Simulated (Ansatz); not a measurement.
# C2H6BNO: one species, many methods

How much do the methods differ for C2H6BNO? The plan is to run it at one geometry with functionals of several rungs and with coupled cluster. The yardstick is the atomisation energy at the CCSD(T) limit.

Program: Ansatz 0.2.0, Gaussian basis. Level of theory: functionals in def2-TZVPP, the program's frozen cores in correlated methods. These are calculated values, not measurements.

Levels to be run: PBE-D4, r2SCAN-D4, PBE0-D4, B3LYP-D4, ωB97X-V, ωB97M-V, B2PLYP; CCSD(T)/def2-TZVPP; MP2/def2-QZVPP; extrapolation to the limit.

**1. The geometry**

All runs share one geometry, relaxed beforehand with PBE0-D4 in a triple-zeta def2 set.

SMILES `OB1CCN1`, 11 atoms, charge 0, spin multiplicity 1.

Atoms are counted from 1 here; the program's logs count them from 0.

Bond lengths: O1–B2 1.361 Å, O1–H6 0.958 Å, B2–C3 1.597 Å, B2–N5 1.405 Å, C3–C4 1.551 Å, C3–H7 1.091 Å, C3–H8 1.091 Å, C4–N5 1.460 Å, C4–H9 1.095 Å, C4–H10 1.095 Å, N5–H11 1.004 Å. Angles: B2–O1–H6 112.7°, O1–B2–C3 138.6°, O1–B2–N5 129.5°, C3–B2–N5 91.9°, B2–C3–C4 83.0°, B2–C3–H7 117.5°, B2–C3–H8 117.5°, C4–C3–H7 114.0°, C4–C3–H8 114.0°, H7–C3–H8 108.8°, C3–C4–N5 91.7°, C3–C4–H9 114.1°, C3–C4–H10 114.1°, N5–C4–H9 113.8°, N5–C4–H10 113.8°, H9–C4–H10 108.8°, B2–N5–C4 93.5°, B2–N5–H11 139.7° and more.

**2. PBE-D4 (GGA)**

in.yaml

```yaml
crystal:
  periodic: [false, false, false]
  atoms:
    - {symbol: O, position_ang: [-2.138448, 0.504765, 0.557786]}
    - {symbol: B, position_ang: [-0.869559, 0.213222, 0.160928]}
    - {symbol: C, position_ang: [0.508514, -0.266795, 0.810384]}
    - {symbol: C, position_ang: [1.009342, -0.183660, -0.655431]}
    - {symbol: N, position_ang: [-0.303628, 0.250870, -1.124134]}
    - {symbol: H, position_ang: [-2.264731, 0.397050, 1.501413]}
    - {symbol: H, position_ang: [0.543175, -1.271014, 1.235725]}
    - {symbol: H, position_ang: [1.011818, 0.420889, 1.491813]}
    - {symbol: H, position_ang: [1.331575, -1.143534, -1.072593]}
    - {symbol: H, position_ang: [1.801890, 0.554882, -0.815558]}
    - {symbol: H, position_ang: [-0.564647, 0.466325, -2.069734]}
basis:
  gaussian: {orbitals: def2-TZVPP}
hamiltonian: {xc: pbe, dispersion: d4}
output: {forces: true, orbitals: {seedname: orbitals}}
```

Launch:

```bash
ansatz run in.yaml --threads 4 --pin off --events-out ev --progress --plain --max-ram 10444MiB
```

The runs that follow: r2SCAN-D4 (meta-GGA); PBE0-D4 (hybrid); B3LYP-D4 (hybrid); ωB97X-V (range-separated); ωB97M-V (range-separated); B2PLYP (double hybrid); CCSD(T) in def2-TZVPP; MP2 in def2-QZVPP.

Before running them: what should the planned runs give, taken together? Wanted: atomisation energy, CCSD(T)/CBS; farthest; mean size of error, hybrid; mean size of error, range-separated; gap, smallest and largest; T1 diagnostic; triples share of the correlation energy.

**Answer**, as computed:

| quantity | value |
| --- | --- |
| atomisation energy, CCSD(T)/CBS | 1084.7 kcal/mol |
| functionals within 5.4 kcal/mol (0.5 %) | B3LYP-D4 |
| farthest | PBE-D4 (+33.9 kcal/mol) |
| mean size of error, hybrid | 8.1 kcal/mol |
| mean size of error, range-separated | 7.2 kcal/mol |
| gap, smallest and largest | 5.92 eV (PBE-D4), 12.26 eV (ωB97X-V) |
| T1 diagnostic | 0.0116 |
| triples share of the correlation energy | 3.9 % |

In words: PBE-D4 misses by +33.9 kcal/mol. Double hybrids carry the basis error of their MP2 part in triple zeta, and no dispersion term here, so their miss is partly the set-up's. Misses under about 5.4 kcal/mol are within the doubt on the reference itself, which lacks core-valence correlation, relativity and higher excitations. Hartree-Fock recovers 73 % of the binding; the rest is correlation. The gap grows from 5.9 to 12.3 eV across the functionals, mostly with the share of exact exchange.
